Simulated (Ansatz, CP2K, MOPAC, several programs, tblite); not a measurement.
Energy against volume for C in the 4H polytype structure, at fixed shape and fractional coordinates, computed by several methods (PBE and r2SCAN, where shown, with plane waves in Ansatz); the cell shown is that of r2SCAN. With free coordinates or axes held, a curve is too stiff, and on another method's shape its minimum isn't the method's own volume. The symmetry is P6_3/mmc (No. 194, hexagonal); conventional cell a = 2.510 Å, c = 8.280 Å, 5.65 Å³ an atom. Around C lie 4 C at 1.54 Å; around C lie 4 C at 1.54–1.57 Å. The cell comes from a prototype generator: it can be a known phase or a hypothetical one. Spin polarisation is off. Energies count from each curve's lowest point; fits are third-order Birch-Murnaghan.

```
C
1.0
     2.50984    0.00000    0.00000
    -1.25492    2.17359    0.00000
     0.00000    0.00000    8.28025
C
8
Direct
  0.00000 0.00000 0.00081
  0.33333 0.66667 0.24925
  0.00000 0.00000 0.50081
  0.66667 0.33333 0.74925
  0.00000 0.00000 0.18669
  0.33333 0.66667 0.43825
  0.00000 0.00000 0.68669
  0.66667 0.33333 0.93825
```

**Question.** GFN1-xTB (tblite), on the shape of the cell shown, as a cluster of 128 atoms at the zone centre, gives
```csv
V (Å³/atom),E (meV/atom)
4.969,132.12
5.308,22.83
5.646,0.00
5.985,41.94
6.324,132.61
```
What equilibrium volume and bulk modulus follow?

**Answer.** V₀ = 5.58 Å³ an atom and B₀ = 529 GPa.

PM7 (MOPAC), on the shape of the cell shown, as a cluster of 128 atoms at the zone centre:
```tsv
V (Å³/atom)	E (meV/atom)
4.969	254.69
5.308	61.60
5.646	0.00
5.985	32.37
6.324	131.89
```
V₀ = 5.68 Å³ an atom and B₀ = 713 GPa.

**Question.** PBE, on the shape of its own relaxed cell, gives
```tsv
V (Å³/atom)	E (meV/atom)
5.358	30.63
5.529	7.34
5.700	0.00
5.871	6.61
6.042	25.26
```
What equilibrium volume and bulk modulus follow?

**Answer.** V₀ = 5.70 Å³ an atom and B₀ = 433 GPa.

GFN2-xTB (tblite), on the shape of the cell shown, as a cluster of 128 atoms at the zone centre:

| V (Å³/atom) | E (meV/atom) |
| --- | --- |
| 4.969 | 122.19 |
| 5.308 | 17.89 |
| 5.646 | 0.00 |
| 5.985 | 47.22 |
| 6.324 | 143.70 |

V₀ = 5.56 Å³ an atom and B₀ = 540 GPa.

**Question.** PBE/SZV (CP2K), on the shape of the cell shown, gives
```tsv
V (Å³/atom)	E (meV/atom)
4.969	201.21
5.308	57.53
5.646	0.00
5.985	8.00
6.324	66.41
```
What equilibrium volume and bulk modulus follow?

**Answer.** V₀ = 5.77 Å³ an atom and B₀ = 478 GPa.
